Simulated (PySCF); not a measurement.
**CaCl: bond curves at several levels of theory**

The task here is to estimate one member of a computed series from the others.

Method: Ca pcseg-2, Cl pcseg-2, no relativity; program: PySCF 2.14.0.

Set-up of the first run:

A driver script around PySCF takes these settings:

* atoms: Ca, Cl
* charge: 0
* basis: Ca pcseg-2, Cl pcseg-2
* Hamiltonian: no relativity
* basis functions: 67
* electrons treated: 37
* masses in u: 39.9626, 34.9689
* levels: PBE0, PBE, r²SCAN, B3LYP, PBEsol, revPBE, LC-ωPBE, HF, MP2, SCS-MP2, CCSD, CCSD(T)
* grid: 80 radial by 434 angular points
* occupations: held fixed by the projection of orbital angular momentum
* dissociation limit: Ca + Cl, each in its ground configuration
* starting distance in angstrom: 2.560
* values of 2S to try: 1, 3

Steps of the session up to this table: Set-up; First curve: PBE0; Excited determinants; PBE (GGA); r²SCAN; B3LYP (global hybrid GGA); PBEsol (GGA); revPBE; LC-ωPBE; UHF (mean field); Correlated methods on the Hartree–Fock reference.

One of the session's tables, all rows but one given; the rest of the session is left out.

| level | Re (Å) | ωe (cm⁻¹) | De (eV) |
| --- | --- | --- | --- |
| UHF | 2.507 | 354 | 3.59 |
| UHF-MP2 | 2.465 | 366 | 4.02 |
| UHF-SCS-MP2 | 2.474 | 364 | 3.85 |
| UHF-CCSD | 2.474 | 364 | 3.72 |
| UHF-CCSD(T) | 2.470 | 365 | 3.76 |
| PBE | 2.421 | 369 | 4.44 |
| PBEsol | 2.400 | 378 | 4.65 |
| revPBE | ? | ? | ? |
| r²SCAN | 2.426 | 374 | 4.69 |
| B3LYP | 2.443 | 364 | 4.17 |
| PBE0 | 2.427 | 372 | 4.35 |
| LC-ωPBE | 2.435 | 372 | 4.45 |

**Question.** Estimate the row for revPBE.

The run gave: Re (Å): 2.436; ωe (cm⁻¹): 361; De (eV): 4.31. In the column «Re (Å)» it lies between LC-ωPBE (2.435) and B3LYP (2.443).
